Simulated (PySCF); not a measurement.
# C₅H₁₁NO: electronic excitations

What electronic excitations should C₅H₁₁NO (`CCN(C=O)CC`) show?

Computed with PySCF 2.14.0, with density-fitted response routines of our own, on a single molecule in the gas phase. Atoms are numbered from 0 throughout.

**1. The molecule as given**

18 atoms, charge 0, multiplicity 1; geometry from: GFN2-xTB.

Bonds of the start (Å): C0–C1 1.53, C1–N2 1.44, N2–C3 1.34, C3–O4 1.21, N2–C5 1.45, C5–C6 1.53, C0–H7 1.09, C0–H8 1.09, C0–H9 1.09, C1–H10 1.09, C1–H11 1.09, C3–H12 1.11, C5–H13 1.09, C5–H14 1.09, C6–H15 1.09, C6–H16 1.09, C6–H17 1.09.

**2. Ultraviolet spectrum: CAM-B3LYP/def2-SVPD**

Job settings and geometry (Å):

```
{"job": {"kind": "uv", "xc": "CAM-B3LYP", "basis": "def2-SVPD", "nstates": 8, "ntriplets": 3}, "charge": 0, "multiplicity": 1}
C      2.269769    -0.059322    -0.082178
C      0.997079     0.779265    -0.202132
N     -0.143567    -0.022701    -0.580081
C     -0.492784    -0.200141    -1.864486
O     -1.395408    -0.900621    -2.257395
C     -0.882691    -0.712750     0.460134
C     -1.960335     0.175712     1.075007
H      2.152468    -0.829775     0.675947
H      3.109352     0.572771     0.194516
H      2.490491    -0.542632    -1.030956
H      1.141848     1.557971    -0.955958
H      0.779119     1.266191     0.751910
H      0.148221     0.381770    -2.554586
H     -1.351235    -1.583063    -0.005260
H     -0.182299    -1.051231     1.227774
H     -1.525873     1.067684     1.521427
H     -2.494710    -0.371815     1.846394
H     -2.668207     0.479005     0.308283
```

Method: TDDFT CAM-B3LYP/def2-SVPD, vertical, gas phase, core orbitals frozen in the response.

Predict these results of the whole session: lowest singlet (CAM-B3LYP/def2-SVPD); brightest single state of those computed; lowest triplet.

The runs gave:

| quantity | value |
| --- | --- |
| lowest singlet (CAM-B3LYP/def2-SVPD) | 5.75 eV (216 nm), f = 0.001 |
| brightest single state of those computed | state 3, 6.88 eV, f = 0.178 |
| lowest triplet | 5.06 eV |

What this shows: The lowest singlet, at 5.75 eV, is HOMO−1→LUMO+1 0.67, HOMO−1→LUMO+4 0.15 and is weak; of the 8 states computed, the strongest absorption comes from state 3 at 6.88 eV. The lowest triplet lies 0.69 eV below the lowest singlet (triplets in Tamm-Dancoff, singlets in full TDDFT).
